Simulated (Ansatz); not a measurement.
# Hf2Pd2Se2Br2O3 (P6mm) in Ansatz: a series of runs, part 2 of 2

Ansatz 0.2.0. The steps go on from the part before.

## (9) Band structure, RPBE

Input file input.yaml:

```yaml
crystal:
  lattice:
    - [5.75899, 0.0, 0.0]
    - [-2.87949, 4.98743, 0.0]
    - [0.0, 0.0, 8.52547]
  atoms:
    - { symbol: Hf, position: [0.33333, 0.66667, 0.54201] }
    - { symbol: Hf, position: [0.66667, 0.33333, 0.54201] }
    - { symbol: Pd, position: [0.33333, 0.66667, 0.1288] }
    - { symbol: Pd, position: [0.66667, 0.33333, 0.1288] }
    - { symbol: Se, position: [0.33333, 0.66667, 0.85572] }
    - { symbol: Se, position: [0.66667, 0.33333, 0.85572] }
    - { symbol: Br, position: [0.0, 0.0, 0.13895] }
    - { symbol: Br, position: [0.0, 0.0, 0.65384] }
    - { symbol: O, position: [0.5, 0.0, 0.42963] }
    - { symbol: O, position: [0.0, 0.5, 0.42963] }
    - { symbol: O, position: [0.5, 0.5, 0.42963] }
kpoints:
  mp_grid: { grid: [4, 4, 2] }
  band_path:
    path:
      - [0.0, 0.0, 0.0]
      - [0.5, 0.0, 0.0]
      - [0.3333333333, 0.3333333333, 0.0]
      - [0.0, 0.0, 0.0]
      - [0.0, 0.0, 0.5]
      - [0.5, 0.0, 0.5]
      - [0.3333333333, 0.3333333333, 0.5]
      - [0.0, 0.0, 0.5]
    npoints: 12
scf:
  occupations: { method: fermi_dirac, width: 0.05 }
hamiltonian:
  xc: rpbe
  pseudopotentials: { kind: all_electron, lapw: { basis_error: 0.002 } }
output:
  forces: true
  stress: true
  eigenvalues: true
```

Potentials or basis: all-electron LAPW, scalar-relativistic.

Command:

```console
ansatz run input.yaml --threads 8 --pin off --max-ram 24576MiB --backend cpu --events-out ev --progress --plain --runs-dir out
```

The program printed:

```text
[... 89 lines left out ...]
  k-point 7: bands = ["-504.8523", "-504.8523", "-504.6790", "-504.6790", "-504.6790", "-504.6790", "-497.9694", "-497.9694", "-497.2249", "-497.2249", "-497.2249", "-364.6405", "-364.6405", "-364.6379", "-364.6379", "-364.6379", "-364.6379", "-314.4020", "-314.4020", "-314.3394", "-314.3394", "-314.3394", "-314.3394", "-314.2297", "-314.2297", "-314.2297", "-314.2297", "-222.4830", "-222.0203", "-199.3025", "-199.3025", "-192.4860", "-192.4860", "-192.4860", "-192.4860", "-192.4829", "-192.4829", "-192.4701", "-192.4701", "-192.4701", "-192.4701", "-157.8308", "-157.8308", "-157.7294", "-157.3836", "-157.3836", "-157.2333", "-138.6937", "-138.6937", "-138.6937", "-138.6937", "-138.6254", "-138.6254", "-74.2254", "-74.2249", "-53.1167", "-53.1092", "-51.0701", "-51.0701", "-50.9937", "-50.9937", "-50.9683", "-50.6250", "-50.6250", "-50.5142", "-50.5142", "-50.4769", "-40.3475", "-40.3466", "-39.8461", "-39.8400", "-39.8344", "-39.8283", "-38.8313", "-38.8305", "-38.8298", "-38.8290", "-38.7865", "-38.7863", "-38.7861", "-38.7859", "-38.7772", "-38.7768", "-22.2979", "-22.1713", "-22.0766", "-21.9212", "-21.9109", "-21.8205", "-9.2276", "-9.0689", "-8.9270", "-5.0402", "-4.2961", "-3.8314", "-3.5067", "-3.0283", "-3.0213", "-3.0172", "-2.9928", "-2.9885", "-2.9793", "-2.9756", "-2.9711", "-2.9705", "-2.9665", "-2.9554", "-2.9282", "-2.9081", "-2.9069", "3.6739", "3.7018", "3.9368", "4.2021", "4.2699", "4.4374", "4.9651", "5.1954", "5.2012", "5.3850", "5.6787", "5.9567", "6.0190", "6.3612", "6.6152", "6.8541", "7.0783", "7.1203", "7.3712", "7.4321", "7.5871", "7.6350", "7.8999", "7.9555", "8.2094", "8.4119", "8.4906", "8.7601", "8.9326", "9.1012", "9.6522", "11.1024", "12.1282", "12.2121", "12.8906", "12.9523", "13.0066", "13.1191", "13.4385", "13.9732", "14.6322", "14.6455", "14.8314", "14.9241", "15.6505", "15.9692", "16.7853", "17.5941", "17.6304", "17.9348", "18.2005", "18.3511", "18.7975", "19.1124", "19.4616", "19.5986", "19.6948"]
```

Run time: 2.1 min. Hardware: 8 threads of Intel Xeon 6975P-C (Granite Rapids), shared host; peak memory 4.5 GiB.

Results:

* Free energy: -1375436.0662 eV
* Pressure: 2.4 GPa
* Largest force: 0.105 eV/Å
* Band gap along the path: none (metal or under the smearing width)

Forces on the atoms (eV/Å):
```
Hf   0.000  0.000  0.105
Hf   0.000  0.000  0.105
Pd   0.000  0.000 -0.011
Pd   0.000  0.000 -0.011
Se   0.000  0.000  0.030
Se   0.000  0.000  0.030
Br   0.000  0.000 -0.002
Br   0.000  0.000  0.030
O    0.000  0.000 -0.092
O    0.000  0.000 -0.092
O    0.000  0.000 -0.092
```

Levels at the corners of the path, in eV from the Fermi level:
| point | band 136 | band 137 | band 138 | band 139 | band 140 | band 141 | band 142 | band 143 |
| --- | --- | --- | --- | --- | --- | --- | --- | --- |
| Γ | -0.78 | -0.02 | -0.02 | 0.03 | 0.39 | 0.39 | 1.30 | 1.97 |
| M | -0.77 | -0.71 | -0.38 | -0.20 | 0.04 | 0.43 | 2.47 | 2.62 |
| K | -0.58 | -0.43 | -0.43 | 0.01 | 0.01 | 0.69 | 2.19 | 3.15 |
| Γ | -0.78 | -0.02 | -0.02 | 0.03 | 0.39 | 0.39 | 1.30 | 1.97 |
| A | -1.02 | -0.01 | -0.01 | 0.06 | 0.42 | 0.42 | 1.81 | 1.81 |
| L | -0.77 | -0.74 | -0.39 | -0.12 | 0.04 | 0.48 | 2.52 | 2.64 |
| H | -0.58 | -0.40 | -0.40 | 0.07 | 0.07 | 0.72 | 2.00 | 3.57 |
| A | -1.02 | -0.01 | -0.01 | 0.06 | 0.42 | 0.42 | 1.81 | 1.81 |

Caveat: the k mesh is coarse (spacing up to 0.37 Å⁻¹), so the values aren't converged; the k mesh is thin for a metal, which can move the energy by tens of meV per atom; spin-orbit coupling is left out, which moves the levels of the heavy elements.

## (10) Band structure, revPBE

input.yaml: that of step 9 with these lines changed.

```diff
@@ -33,3 +33,3 @@
 hamiltonian:
-  xc: rpbe
+  xc: revpbe
   pseudopotentials: { kind: all_electron, lapw: { basis_error: 0.002 } }
```

Potentials or basis: all-electron LAPW, scalar-relativistic.

Command:

```console
ansatz run input.yaml --threads 8 --pin off --max-ram 24576MiB --backend cpu --events-out ev --progress --plain --runs-dir out
```

The program printed:

```text
[... 90 lines left out ...]
```

Run time: 2.1 min. Hardware: 8 threads of Intel Xeon 6975P-C (Granite Rapids), shared host; peak memory 4.5 GiB.

What came out:

```yaml
Free_energy: -1375415.7954 eV
Pressure: 1.7 GPa
Largest_force: 0.059 eV/Å
Band_gap_along_the_path: none (metal or under the smearing width)
```

Forces in eV/Å, atoms in the order of the input:
```
Hf   0.000  0.000  0.054
Hf   0.000  0.000  0.054
Pd   0.000  0.000 -0.024
Pd   0.000  0.000 -0.024
Se   0.000  0.000  0.049
Se   0.000  0.000  0.049
Br   0.000  0.000 -0.005
Br   0.000  0.000  0.026
O    0.000  0.000 -0.059
O    0.000  0.000 -0.059
O    0.000  0.000 -0.059
```

Levels at the corners of the path, in eV from the Fermi level:
```
point  band 136  band 137  band 138  band 139  band 140  band 141  band 142  band 143
    Γ     -0.78     -0.01     -0.01      0.03      0.39      0.39      1.27      1.96
    M     -0.77     -0.70     -0.38     -0.20      0.04      0.43      2.44      2.61
    K     -0.58     -0.43     -0.43      0.01      0.01      0.69      2.17      3.13
    Γ     -0.78     -0.01     -0.01      0.03      0.39      0.39      1.27      1.96
    A     -1.02     -0.01     -0.01      0.06      0.43      0.43      1.79      1.79
    L     -0.77     -0.74     -0.39     -0.12      0.04      0.48      2.51      2.62
    H     -0.58     -0.40     -0.40      0.07      0.07      0.72      1.98      3.56
    A     -1.02     -0.01     -0.01      0.06      0.43      0.43      1.79      1.79
```

Caveat: the k mesh is coarse (spacing up to 0.37 Å⁻¹), so the values aren't converged; the k mesh is thin for a metal, which can move the energy by tens of meV per atom; spin-orbit coupling is left out, which moves the levels of the heavy elements.
